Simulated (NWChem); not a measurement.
# CHBrClF (bromochlorofluoromethane): levels of theory compared

Aim: a comparison of 6 runs (HF/6-31G*, HF/def2-SVP, HF/def2-SVPD, BLYP/6-311G**, TPSS/6-31G*, PBE0/def2-SVP) of CHBrClF (bromochlorofluoromethane). 

Program for the calculation: NWChem 7.3.0.

## Step 1: The system as given

CHBrClF has 5 atoms, charge 0, and is taken as a singlet. As SMILES, `FC(Cl)Br`. Geometry: relaxed at PBE0-D4/def2-TZVP.

Bond lengths: F1–C2 1.339 Å, C2–Cl3 1.753 Å, C2–Br4 1.934 Å, C2–H5 1.087 Å. Angles: F1–C2–Cl3 109.8°, F1–C2–Br4 109.3°, Cl3–C2–Br4 111.8°, F1–C2–H5 109.9°, Cl3–C2–H5 108.8°, Br4–C2–H5 107.2°.

## Step 2: Energy and forces at HF/6-31G(d) (spherical functions) (run 1)

Input file test.nw:

```
start test
title "CHBrClF"
memory 2200 mb
charge 0
geometry units angstrom noautosym nocenter noautoz
F       -0.468900       0.166900       1.292700
C        0.049600       0.103800       0.059700
Cl       1.396100      -1.018300       0.038800
Br      -1.333700      -0.411000      -1.190000
H        0.406800       1.084900      -0.242500
end
basis spherical bse
* library 6-31G*
end
scf
singlet
rhf
thresh 1e-08
maxiter 80
end
task scf gradient
```

The run is started by

```sh
$ nwchem test.nw > test.out
```

The program printed:

```text
[...]
  functions       =    80
[...]
  wavefunction    = RHF
[...]
         Total SCF energy =  -3169.442593144606
      One-electron energy =  -5051.562792046809
      Two-electron energy =   1559.042666007164
 Nuclear repulsion energy =    323.077532895038
        Time for solution =     11.5s
[...]
                         RHF ENERGY GRADIENTS
    atom               coordinates                        gradient
                 x          y          z           x          y          z
   1 F      -0.886093   0.315395   2.442849   -0.004516   0.001001   0.010000
   2 C       0.093730   0.196154   0.112817    0.000723  -0.009881  -0.000816
   3 Cl      2.638246  -1.924308   0.073321    0.000059  -0.000265  -0.001977
   4 Br     -2.520328  -0.776677  -2.248774   -0.000154  -0.000662  -0.002223
   5 H       0.768741   2.050164  -0.458259    0.003888   0.009806  -0.004984
[...]
```

Run time: 19 s. Hardware: 1 thread of AMD EPYC 9R45 (Zen 5), shared host; peak memory 0.1 GiB.

## Step 3: Energy and gradient at HF/def2-SVP (run 2)

Input file chbrclf.nw:

```
start chbrclf
memory stack 880 mb heap 220 mb global 1100 mb
charge 0

geometry units au noautosym nocenter noautoz
  F     -0.88609258     0.31539529     2.44284896
  C      0.09373042     0.19615357     0.11281665
  Cl     2.63824664    -1.92430811     0.07332137
  Br    -2.52032773    -0.77667744    -2.24877409
  H      0.76874059     2.05016387    -0.45825859
end

basis spherical bse
  * library def2-SVP
end

scf
  thresh 1e-08
  maxiter 80
end

task scf gradient
```

The run is started by

```sh
$ nwchem chbrclf.nw > chbrclf.out
```

The program printed:

```text
[...]
  functions       =    83
[...]
  wavefunction    = RHF
[...]
         Total SCF energy =  -3169.206250296206
      One-electron energy =  -5051.798865708046
      Two-electron energy =   1559.515105617804
 Nuclear repulsion energy =    323.077509794036
        Time for solution =      8.0s
[...]
                         RHF ENERGY GRADIENTS
    atom               coordinates                        gradient
                 x          y          z           x          y          z
   1 F      -0.886093   0.315395   2.442849   -0.006554   0.000628   0.015379
   2 C       0.093730   0.196154   0.112817    0.006479  -0.003013  -0.008841
   3 Cl      2.638247  -1.924308   0.073321   -0.000207  -0.000162  -0.001171
   4 Br     -2.520328  -0.776677  -2.248774   -0.001428  -0.001071  -0.002677
   5 H       0.768741   2.050164  -0.458259    0.001709   0.003618  -0.002690
[...]
```

It took 13 s on 1 thread of AMD EPYC 9R45 (Zen 5), shared host; peak memory 0.099 GiB.

Runs 3 to 5 aren't shown in full; the table further down has their settings and results.

## Step 4: Energy and gradient at PBE0/def2-SVP (run 6)

Input file run.py:

```python
from ase import Atoms
from ase.calculators.nwchem import NWChem

mol = Atoms('FCClBrH', positions=[
    [-0.468900, 0.166900, 1.292700],
    [0.049600, 0.103800, 0.059700],
    [1.396100, -1.018300, 0.038800],
    [-1.333700, -0.411000, -1.190000],
    [0.406800, 1.084900, -0.242500],
])

calc = NWChem(
    label='chbrclf',
    theory='dft',
    memory='2200 mb',
    basis='def2-SVP',
    basispar='spherical bse',
    dft={'xc': 'pbe0', 'mult': '1', 'grid': 'xfine', 'convergence': 'energy 1e-08', 'iterations': '100', 'mulliken': None},
)
mol.calc = calc

forces = mol.get_forces()
print(f"energy = {mol.get_potential_energy():.6f} eV")
print("forces (eV/A):")
for s, f in zip(mol.symbols, forces):
    print(f"{s:2s} {f[0]:10.5f} {f[1]:10.5f} {f[2]:10.5f}")
print("dipole (e A):", mol.get_dipole_moment().round(4))
```

The run is started by

```sh
$ export ASE_NWCHEM_COMMAND="nwchem PREFIX.nwi > PREFIX.nwo"
$ python run.py
```

The program printed:

```text
energy = -86307.377856 eV
forces (eV/A):
F     0.06952    0.00540   -0.21237
C    -0.27177   -0.25048    0.39580
Cl    0.12686   -0.08562   -0.01815
Br   -0.04278   -0.00000   -0.04258
H     0.11822    0.33070   -0.12269
dipole (e A): [ 0.1085  0.2174 -0.1019]
```

The calculator wrote chbrclf.nwi:

```
title "chbrclf"

permanent_dir chbrclf

scratch_dir chbrclf

start chbrclf

geometry units angstrom nocenter noautosym noautoz
  F  -4.6889999999999998e-01 1.6689999999999999e-01 1.2927000000000000e+00
  C  4.9599999999999998e-02 1.0380000000000000e-01 5.9700000000000003e-02
  Cl 1.3960999999999999e+00 -1.0183000000000000e+00 3.8800000000000001e-02
  Br -1.3337000000000001e+00 -4.1099999999999998e-01 -1.1899999999999999e+00
  H  4.0679999999999999e-01 1.0849000000000000e+00 -2.4249999999999999e-01
end

memory 2200 mb

basis spherical bse noprint
   * library def2-SVP
end

dft
  xc pbe0
  mult 1
  grid xfine
  convergence energy 1e-08
  iterations 100
  mulliken
end

task dft gradient
```

chbrclf.nwo (excerpt; [...] marks lines left out):

```text
[...]
         Total DFT energy =    -3171.737660804195
[...]
  wavefunction    = closed shell
                         DFT ENERGY GRADIENTS
    atom               coordinates                        gradient
                 x          y          z           x          y          z
   1 F      -0.886093   0.315395   2.442849   -0.001352  -0.000105   0.004130
   2 C       0.093730   0.196154   0.112817    0.005285   0.004871  -0.007697
   3 Cl      2.638246  -1.924308   0.073321   -0.002467   0.001665   0.000353
   4 Br     -2.520328  -0.776677  -2.248774    0.000832   0.000000   0.000828
   5 H       0.768741   2.050164  -0.458259   -0.002299  -0.006431   0.002386
[...]
```

Run time: 13 s. Hardware: 1 thread of AMD EPYC 9R45 (Zen 5), shared host; peak memory 0.13 GiB.

## Step 5: The series

| run | level | iteration cap | module | energy (Eh) | dipole moment (D) | HOMO energy (eV) | LUMO energy (eV) | wall time |
| --- | --- | --- | --- | --- | --- | --- | --- | --- |
| 1 | HF/6-31G* (spherical functions) | 80 | scf | -3169.442593 | 1.47 | -11.70 | 2.96 | 19 s |
| 2 | HF/def2-SVP | 80 | scf | -3169.206250 | 1.50 | -11.64 | 3.40 | 13 s |
| 3 | HF/def2-SVPD | 80 | scf | -3169.227105 | 1.37 | -11.78 | 1.85 | 33 s |
| 4 | BLYP/6-311G** | 100 | dft | -3172.906703 | – | – | – | 19 s |
| 5 | TPSS/6-31G* (spherical functions) | 100 | dft | -3172.498771 | 1.29 | -7.29 | -1.77 | 23 s |
| 6 | PBE0/def2-SVP | 100 | dft | -3171.737661 | 1.27 | -8.48 | -0.60 | 13 s |

## Step 6: What came out

| quantity | value |
| --- | --- |
| run 6: total energy | -3171.73766 Eh |
| run 6: dipole moment | 1.27 D |
| run 6: HOMO energy | -8.48 eV |
| run 6: LUMO energy | -0.60 eV |
| run 6: HOMO–LUMO gap | 7.88 eV |
| run 6: largest force on an atom | 0.542 eV/Å |

What this shows: Over runs 1, 2, 3, 5, 6 the dipole moment (its size) runs from 1.27 D (PBE0/def2-SVP) to 1.50 D (HF/def2-SVP). Over runs 1, 2, 3, 5, 6 the HOMO–LUMO gap runs from 5.52 eV (TPSS/6-31G*) to 15.05 eV (HF/def2-SVP). The two ends differ in method and basis. Totals of different functionals can't be ranked against each other. All runs together took 2 min, the longest 33 s.
